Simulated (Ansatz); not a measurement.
**CH4AlNS: one species, many methods**

One table from this session's results is given with a row withheld; the runs are named, their logs left out.

Method: functionals in def2-TZVPP, the program's frozen cores in correlated methods; program: Ansatz 0.2.0, Gaussian basis.

Plan: LDA (SPW92), PBE-D4, revPBE-D4, BLYP-D4, r2SCAN-D4, B97M-V, PBE0-D4, B3LYP-D4, r2SCANh-D4, r2SCAN0-D4, HSE06-D4, BHLYP-D4, CAM-B3LYP-D4, LC-ωPBE, ωB97X-V, ωB97M-V, B2PLYP, PBE-QIDH; CCSD(T)/def2-SVP; CCSD(T)/def2-TZVPP; MP2/def2-QZVPP; extrapolation to the limit; RPA on PBE.

## The geometry

All runs share one geometry, relaxed beforehand with PBE0-D4 in a triple-zeta def2 set.

SMILES `[NH2][AlH][CH]=S`, 8 atoms, charge 0, spin multiplicity 1.

Atoms are counted from 1 here; the program's logs count them from 0.

Bond lengths: N1–Al2 1.757 Å, N1–H5 1.006 Å, N1–H6 1.008 Å, Al2–C3 1.975 Å, Al2–H7 1.582 Å, C3–S4 1.619 Å, C3–H8 1.095 Å. Angles: Al2–N1–H5 126.2°, Al2–N1–H6 122.6°, H5–N1–H6 111.2°, N1–Al2–C3 115.2°, N1–Al2–H7 121.1°, C3–Al2–H7 123.7°, Al2–C3–S4 119.1°, Al2–C3–H8 124.1°, S4–C3–H8 116.8°.

Set-up of the first run:

in.yaml

```yaml
crystal:
  periodic: [false, false, false]
  atoms:
    - {symbol: N, position_ang: [-0.778950, 1.194001, 0.579553]}
    - {symbol: Al, position_ang: [0.662336, 0.211305, 0.367762]}
    - {symbol: C, position_ang: [0.446630, -1.354383, -0.816846]}
    - {symbol: S, position_ang: [-0.994612, -1.631117, -1.501361]}
    - {symbol: H, position_ang: [-0.855179, 2.023969, 1.143247]}
    - {symbol: H, position_ang: [-1.654904, 0.977137, 0.129888]}
    - {symbol: H, position_ang: [2.018763, 0.585305, 1.090792]}
    - {symbol: H, position_ang: [1.248216, -2.063317, -1.048835]}
basis:
  gaussian: {orbitals: def2-TZVPP}
hamiltonian: {xc: lda}
output: {orbitals: {seedname: orbitals}}
```

Run with:

```bash
$ ansatz run in.yaml --threads 2 --pin off --events-out ev --progress --plain --max-ram 4352MiB
```

Steps of the session up to this table: LDA; PBE-D4 (GGA); revPBE-D4 (GGA); BLYP-D4 (GGA); r2SCAN-D4 (meta-GGA); B97M-V (meta-GGA); B3LYP-D4 (hybrid); r2SCANh-D4 (hybrid); r2SCAN0-D4 (hybrid); HSE06-D4 (hybrid); BHLYP-D4 (hybrid); CAM-B3LYP-D4 (range-separated); LC-ωPBE (range-separated); ωB97X-V (range-separated); ωB97M-V (range-separated); B2PLYP (double hybrid); PBE-QIDH (double hybrid).

One of the session's tables, all rows but one given; the rest of the session is left out.

It belongs to the step «Orbital energies across the functionals». 

```
  functional  HOMO (eV)  LUMO (eV)  gap (eV)
 LDA (SPW92)      -5.07      -3.91      1.15
      PBE-D4      -4.95      -3.70      1.24
   revPBE-D4      -4.89      -3.63      1.27
     BLYP-D4      -4.80      -3.53      1.27
   r2SCAN-D4      -5.14      -3.63      1.50
      B97M-V      -5.22      -3.57      1.65
     PBE0-D4          ?          ?         ?
    B3LYP-D4      -5.91      -2.98      2.93
  r2SCANh-D4      -5.59      -3.29      2.30
  r2SCAN0-D4      -6.26      -2.78      3.49
    HSE06-D4      -5.74      -3.19      2.55
    BHLYP-D4      -7.21      -1.77      5.43
CAM-B3LYP-D4      -7.45      -1.65      5.80
     LC-ωPBE      -8.82      -0.57      8.25
     ωB97X-V      -8.47      -0.63      7.84
     ωB97M-V      -8.30      -0.69      7.61
```

Estimate the missing values for PBE0-D4.

**Answer.** HOMO (eV): -6.14; LUMO (eV): -2.81; gap (eV): 3.33. In the column «HOMO (eV)» it lies between r2SCAN0-D4 (-6.26) and B3LYP-D4 (-5.91).
